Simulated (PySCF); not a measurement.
# F3H3NTl (Tl(F)3(NH3)): the cost of one run

Program: PySCF 2.14.0. Level of theory: PBE0, Tl def2-SVP with ECP60, F def2-SVP, N def2-SVP, H def2-SVP; scalar-relativistic core potentials, no spin–orbit coupling. These are calculated values, not measurements.

1 further run of the same task is left out (for a known fault of the program).

## Step 1: Where the work starts

8 atoms, charge 0, spin multiplicity 1.

Bond lengths: Tl1–F2 2.035 Å, Tl1–F3 2.035 Å, Tl1–F4 2.035 Å, Tl1–N5 2.404 Å, N5–H6 1.020 Å, N5–H7 1.020 Å, N5–H8 1.020 Å. Angles: F2–Tl1–F3 119.0°, F2–Tl1–F4 119.0°, F2–Tl1–N5 95.6°, F3–Tl1–F4 119.0°, F3–Tl1–N5 95.6°, F4–Tl1–N5 95.6°, Tl1–N5–H6 110.5°, Tl1–N5–H7 110.5°, Tl1–N5–H8 110.5°, H6–N5–H7 108.4°, H6–N5–H8 108.4°, H7–N5–H8 108.4°.

Coordinates:

```csv
atom,x (Å),y (Å),z (Å)
Tl1,0.05944,-0.05944,0.05944
F2,0.91401,1.47564,1.08634
F3,-1.47564,-1.08634,0.91401
F4,1.08634,-0.91401,-1.47564
N5,-1.32841,1.32841,-1.32841
H6,-1.54345,2.20643,-0.85514
H7,-0.85514,1.54345,-2.20643
H8,-2.20643,0.85514,-1.54345
```

Formal oxidation states: Tl +3. An earlier session relaxed this geometry at PBE0, Tl def2-SVP with ECP60, F def2-SVP, N def2-SVP, H def2-SVP (singlet, point group C3).

Its energy there is -527.972533 Eh.

## Step 2: One electron removed, multiplicity 2

The input, run.py (the lines that set the calculation):

```python
mol = gto.M(atom='''
Tl     0.05944    -0.05944     0.05944
F      0.91401     1.47564     1.08634
F     -1.47564    -1.08634     0.91401
F      1.08634    -0.91401    -1.47564
N     -1.32841     1.32841    -1.32841
H     -1.54345     2.20643    -0.85514
H     -0.85514     1.54345    -2.20643
H     -2.20643     0.85514    -1.54345''',
    basis={'Tl': 'def2-SVP', 'F': 'def2-SVP', 'N': 'def2-SVP', 'H': 'def2-SVP'},
    ecp={'Tl': 'def2-SVP'},
    charge=1, spin=1)
mf = dft.UKS(mol, xc='PBE0')
mf.grids.atom_grid = (50, 194)
mf = mf.density_fit()  # fitting sets: Tl def2-universal-JKFIT, F def2-universal-JKFIT, N def2-universal-JKFIT, H def2-universal-JKFIT
mf.conv_tol = 1e-08; mf.max_cycle = 55
mf.kernel(dm0)  # dm0: the density of the relaxed state
```

The run is started by

```console
$ OMP_NUM_THREADS=2 python run.py
```

**Question.** How long does this run take on 2 threads of Arm Neoverse V1, shared host?

About 9.1 s.
